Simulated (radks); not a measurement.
**Tc⁻ inside a hard spherical wall**

An exercise on one series of results from a longer session: the logs are not shown, and one member is left open.

Method: scalar-relativistic Kohn-Sham, LDA (Slater exchange, Perdew-Wang correlation), spin-polarised, spherical densities, finite nucleus; open shells are filled with parallel spins first. Code: radks (a radial shooting solver on a logarithmic mesh, Libxc functionals) version 1.

## The system

```
element            : technetium (Z = 43)
charge             : -1
electrons          : 44
configuration      : [Kr] 4d6 5s2
nuclear rms radius : 4.4112 fm
```

Outer shells as boxes (Hund's rule):

Tc⁻
```
[Kr] core
4d [↑↓][↑ ][↑ ][↑ ][↑ ]
5s [↑↓]
```

Set-up of the first run:

The run's settings:

```text
Z 43
configuration [Kr] 4d6 5s2 5p0 6s0 4f0
relativity scalar-relativistic
functional lda,pw
spin polarised
nucleus finite rms 4.4112 fm
wall 12 bohr
c 137.035999084
```

Steps of the session up to this table: Wall at 12 bohr; Wall at 8 bohr; Wall at 7 bohr; Wall at 6 bohr; Wall at 4 bohr; Wall at 3.5 bohr.

One of the session's tables, all rows but one given; the rest of the session is left out.

| R (bohr) | E − E(widest) (eV) | ε(5s) (eV) | ε(5p, empty) (eV) | ε(6s, empty) (eV) | ε(4f, empty) (eV) |
| --- | --- | --- | --- | --- | --- |
| 12 | 0.000 | 0.365 | 3.001 | 4.167 | 6.358 |
| 8 | 0.655 | 1.274 | 4.644 | 9.420 | 11.681 |
| 7 | ? | ? | ? | ? | ? |
| 6 | 3.278 | 3.365 | 7.792 | 19.251 | 18.439 |
| 4 | 23.862 | 13.797 | 21.726 | 58.226 | 35.949 |
| 3.5 | 43.865 | 22.081 | 32.173 | 84.692 | 45.050 |

Q: Estimate the row for R (bohr) = 7 from the others.

Worked estimate for «E − E(widest) (eV)». A straight line through the neighbours (8, 0.655) and (6, 3.278) gives 0.655 + (3.278 − 0.655) × (7 − 8) / (6 − 8) = 1.967; a parabola fitted to 4 rows on both sides gives 1.570.

The run gave: E − E(widest) (eV): 1.427; ε(5s) (eV): 1.990; ε(5p, empty) (eV): 5.767; ε(6s, empty) (eV): 12.987; ε(4f, empty) (eV): 14.407. In «E − E(widest) (eV)» the line misses by +0.540 and the parabola by +0.143.

From R = 12 bohr inwards the highest occupied level lies above zero, in an anion first from self-interaction, then from the wall. Shells are not refilled when levels cross, and a hard wall is a model, not a crystal.
